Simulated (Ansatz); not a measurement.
**H₆InO₃P: basis-set convergence**

An exercise on one series of results from a longer session: the logs are not shown, and one member is left open.

Computed with Ansatz 0.2.0, Gaussian basis. Level: one geometry, several basis sets.

Plan: PBE0-D4/def2-SVP; ωB97M-V/def2-SVP; PBE0-D4/def2-QZVPP; ωB97M-V/def2-QZVPP; the functionals' def2-TZVPP values are taken from earlier runs.

## The relaxed structure

The geometry comes from an earlier relaxation with PBE0-D4 in a triple-zeta def2 set; it is a stationary point, not always the lowest conformer. In takes the def2 core potential; no spin-orbit term is included.

11 atoms, charge 0, spin multiplicity 1.

Atoms are counted from 1 here; the program's logs count them from 0.

Bond lengths: O1–In2 1.996 Å, O1–H6 0.960 Å, In2–O3 1.996 Å, In2–O4 1.996 Å, In2–P5 2.771 Å, O3–H7 0.960 Å, O4–H8 0.960 Å, P5–H9 1.410 Å, P5–H10 1.410 Å, P5–H11 1.410 Å. Angles: In2–O1–H6 111.7°, O1–In2–O3 118.8°, O1–In2–O4 118.8°, O1–In2–P5 96.4°, O3–In2–O4 118.8°, O3–In2–P5 96.4°, O4–In2–P5 96.2°, In2–O3–H7 111.8°, In2–O4–H8 111.8°, In2–P5–H9 119.1°, In2–P5–H10 119.0°, In2–P5–H11 119.0°, H9–P5–H10 98.5°, H9–P5–H11 98.5°, H10–P5–H11 98.5°.

As a file:

| atom | x (Å) | y (Å) | z (Å) |
| --- | --- | --- | --- |
| O1 | -1.74326 | 0.49674 | 1.44234 |
| In2 | -0.10900 | -0.48534 | 0.85296 |
| O3 | 1.65438 | 0.02528 | 1.63568 |
| O4 | -0.31569 | -2.30012 | 0.04853 |
| P5 | 0.21506 | 0.86834 | -1.54309 |
| H6 | -1.55969 | 1.08102 | 2.18167 |
| H7 | 2.25491 | -0.72242 | 1.67832 |
| H8 | -1.21565 | -2.62447 | 0.12861 |
| H9 | 0.50223 | 2.24807 | -1.51771 |
| H10 | 1.23587 | 0.46020 | -2.42520 |
| H11 | -0.85386 | 0.89582 | -2.46142 |

Set-up of the first run:

The input, in.yaml:

```yaml
crystal:
  periodic: [false, false, false]
  atoms:
    - {symbol: O, position_ang: [-1.743258, 0.496744, 1.442338]}
    - {symbol: In, position_ang: [-0.108999, -0.485342, 0.852964]}
    - {symbol: O, position_ang: [1.654380, 0.025280, 1.635682]}
    - {symbol: O, position_ang: [-0.315686, -2.300125, 0.048534]}
    - {symbol: P, position_ang: [0.215063, 0.868337, -1.543088]}
    - {symbol: H, position_ang: [-1.559690, 1.081017, 2.181672]}
    - {symbol: H, position_ang: [2.254907, -0.722422, 1.678320]}
    - {symbol: H, position_ang: [-1.215655, -2.624470, 0.128610]}
    - {symbol: H, position_ang: [0.502231, 2.248067, -1.517706]}
    - {symbol: H, position_ang: [1.235866, 0.460196, -2.425204]}
    - {symbol: H, position_ang: [-0.853859, 0.895815, -2.461424]}
basis:
  gaussian: {orbitals: def2-SVP}
hamiltonian: {xc: pbe0, dispersion: d4}
output: {orbitals: {seedname: orbitals}}
```

Started as:

```
> ansatz run in.yaml --threads 8 --pin off --events-out ev --progress --plain --max-ram 20889MiB
```

Steps of the session up to this table: PBE0-D4 in def2-SVP; ωB97M-V in def2-SVP; PBE0-D4 in def2-QZVPP; ωB97M-V in def2-QZVPP.

One table of the session follows, with a row left open; its other results are not shown here.

It belongs to the step «Functionals by basis». 

| functional | basis | HOMO (eV) |
| --- | --- | --- |
| PBE0-D4 | def2-SVP | -7.53 |
| PBE0-D4 | def2-TZVPP | -7.93 |
| PBE0-D4 | def2-QZVPP | ? |
| ωB97M-V | def2-SVP | -10.00 |
| ωB97M-V | def2-TZVPP | -10.33 |
| ωB97M-V | def2-QZVPP | -10.40 |

Q: Estimate the row for PBE0-D4, def2-QZVPP from the others.

**Answer.** HOMO (eV): -8.01. In the column «HOMO (eV)» it lies between ωB97M-V, def2-SVP (-10.00) and PBE0-D4, def2-TZVPP (-7.93).
